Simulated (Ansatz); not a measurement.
# SiO2: a tetragonal deformation path

The task here is to estimate one member of a computed series from the others.

Program: Ansatz 0.2.0. Level of theory: DFT LDA, scalar-relativistic, plane waves, PAW. These are calculated values, not measurements.

1 further run of the same task is left out (set aside as unsound or not needed).

**The starting structure**

It takes space group I-42d (No. 122, tetragonal). Conventional cell: a = 4.925 Å, b = 4.925 Å, c = 7.287 Å, α = 90.00°, β = 90.00°, γ = 90.00°. Around Si (site symmetry -4) lie 4 O at 1.61 Å. Around O (site symmetry 2) lie 2 Si at 1.61 Å.

Structure file:

```
Si O
1.0
    -2.46250    2.46250    3.64367
     2.46250   -2.46250    3.64367
     2.46250    2.46250   -3.64367
Si O
2 4
Cartesian
  0.0000 0.0000 0.0000
  0.0000 2.4625 1.8218
  1.2312 2.9514 2.7328
  0.4889 1.2312 0.9109
  -1.2312 1.9736 2.7328
  -0.4889 3.6937 0.9109
```

This cell was relaxed beforehand with the same method: volume 14.73 Å³/atom, gap on the mesh 5.76 eV.

The first run:

Input file input.yaml:

```yaml
crystal:
  lattice:
    - [-2.4624994597, 2.4624994597, 3.6436694316]
    - [2.4624994597, -2.4624994597, 3.6436694316]
    - [2.4624994597, 2.4624994597, -3.6436694316]
  atoms:
    - { symbol: Si, position: [0.0, 0.0, 0.0] }
    - { symbol: Si, position: [0.75, 0.25, 0.5] }
    - { symbol: O, position: [0.9742769968, 0.625, 0.8492769968] }
    - { symbol: O, position: [0.375, 0.2242769968, 0.3492769968] }
    - { symbol: O, position: [0.7757230032, 0.125, 0.1507230032] }
    - { symbol: O, position: [0.875, 0.0257230032, 0.6507230032] }
basis:
  ecutwfc: 420
kpoints:
  mp_grid: { grid: [8, 8, 8] }
hamiltonian:
  xc: lda
scf:
  occupations: { method: gaussian, width: 0.05 }
output:
  forces: true
  stress: true
  eigenvalues: true
```

Command:

```
$ ansatz run input.yaml --threads 1 --pin off --max-ram 2560MiB --backend cpu --events-out ev --progress --plain --runs-dir out
```

Steps of the session up to this table: The reference: the undisturbed cell on the scan's mesh; Point ρ = 0.850; ρ = 1.200; Point ρ = 0.920; Point ρ = 1.100; ρ = 0.960; ρ = 1.050; Point ρ = 0.800; At ρ = 1.300.

One of the session's tables, all rows but one given; the rest of the session is left out.

Collected from the runs (energy zero: the undisturbed cell):

| ρ | ΔE (meV/atom) | pressure (GPa) | gap on the mesh (eV) |
| --- | --- | --- | --- |
| 0.800 | 68.2 | -4.4 | 5.41 |
| 0.850 | ? | ? | ? |
| 0.920 | 10.2 | -0.7 | 5.74 |
| 0.960 | 2.5 | -0.2 | 5.77 |
| 1.000 | 0.0 | 0.0 | 5.76 |
| 1.050 | 4.2 | -0.1 | 5.71 |
| 1.100 | 16.7 | -0.6 | 5.60 |
| 1.200 | 68.4 | -2.5 | 5.22 |
| 1.300 | 158.5 | -5.2 | 4.65 |

Q: Estimate the row for ρ = 0.850 from the others.

Worked estimate for «ΔE (meV/atom)». A straight line through the neighbours (0.800, 68.2) and (0.920, 10.2) gives 68.2 + (10.2 − 68.2) × (0.850 − 0.800) / (0.920 − 0.800) = 44.0; a parabola fitted to 3 rows on both sides gives 37.7.

**Answer.** ΔE (meV/atom): 37.1; pressure (GPa): -2.4; gap on the mesh (eV): 5.59. In «ΔE (meV/atom)» the line misses by +6.9 and the parabola by +0.6.
